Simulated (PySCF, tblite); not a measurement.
**C4H6FO2S radical: geometry, infrared bands and EPR parameters**

What infrared bands and EPR parameters should C4H6FO2S radical (`COCC(=S)O[CH]F`) show?

Computed with tblite 0.8.0 and PySCF 2.14.0, with density-fitted response routines of our own, on a single molecule in the gas phase. Atoms are numbered from 0 throughout.

### 1 The molecule as given

14 atoms, charge 0, multiplicity 2; geometry from: force field or distance geometry start.

Bonds of the start (Å): C0–O1 1.40, O1–C2 1.40, C2–C3 1.47, C3–S4 1.66, C3–O5 1.38, O5–C6 1.42, C6–F7 1.40, C0–H8 1.11, C0–H9 1.14, C0–H10 1.10, C2–H11 1.13, C2–H12 1.13, C6–H13 1.10.

### 2 Optimising the geometry with GFN2-xTB

What the job is given:

```
{"job": {"kind": "relax", "xc": "GFN2-xTB", "basis": "xTB"}, "charge": 0, "multiplicity": 2}
C     -2.531000     0.503400     0.416300
O     -1.175500     0.834700     0.514200
C     -0.473500    -0.376800     0.457000
C      0.987800    -0.215500     0.541800
S      1.822800    -0.955700     1.777300
O      1.623800     0.547400    -0.417200
C      3.008500     0.315200    -0.625400
F      3.810100     0.851600     0.386700
H     -3.185600     1.397900     0.462800
H     -2.806800    -0.180700     1.279100
H     -2.648000    -0.094200    -0.499300
H     -0.810600    -0.899100    -0.483000
H     -0.786700    -0.951900     1.377000
H      3.164300    -0.776800    -0.649500
```

On the command line:

```sh
$ OMP_NUM_THREADS=1 python probes_run.py task.json out
```

This one command runs all jobs of the session in turn.

**Question.** This job is followed by: GFN2-xTB harmonic vibrations, gas phase; UKS B3LYP, pcH-1 on C F H O S, non-relativistic, mean-field spin-orbit, GIAO. Predict these results of the whole session: strongest single infrared mode (GFN2-xTB); zero-point energy (GFN2-xTB); g(iso) (B3LYP); ⟨S²⟩; largest a(iso) (averaged by class); potential on the surface of density 0.002 e/bohr³, 1st and 99th percentile.

The runs gave:

```
                                                                  quantity                  value
                                 strongest single infrared mode (GFN2-xTB)  1118 cm⁻¹, 203 km/mol
                                              zero-point energy (GFN2-xTB)          59.4 kcal/mol
                                                            g(iso) (B3LYP)                2.00497
                                                                      ⟨S²⟩     0.757 (exact 0.75)
                                        largest a(iso) (averaged by class)   19F on F7, 130.6 MHz
potential on the surface of density 0.002 e/bohr³, 1st and 99th percentile     -1.25 V and 1.41 V
```

The optimisation took 75 steps and gained 1.197 eV; among the close pairs (by a distance rule), O5–C6 changed most, from 1.419 to 1.296 Å. No mode is imaginary among the 36: a minimum at this level. The strongest single mode, at 1118 cm⁻¹, is spread over several atoms, O1, H13, C6, C0 among them. Unscaled tight-binding wavenumbers are off by several per cent, some by more. Its intensities can rank the bands wrongly. Most of the unpaired spin sits on C6 (0.76 e). The isotropic g lies 2.6 ppt above the free-electron value. These values are for one conformer; the search (at its own cheap level) found 2 more, at 1.07, 1.64 kcal/mol, and measured spectra average over such forms.
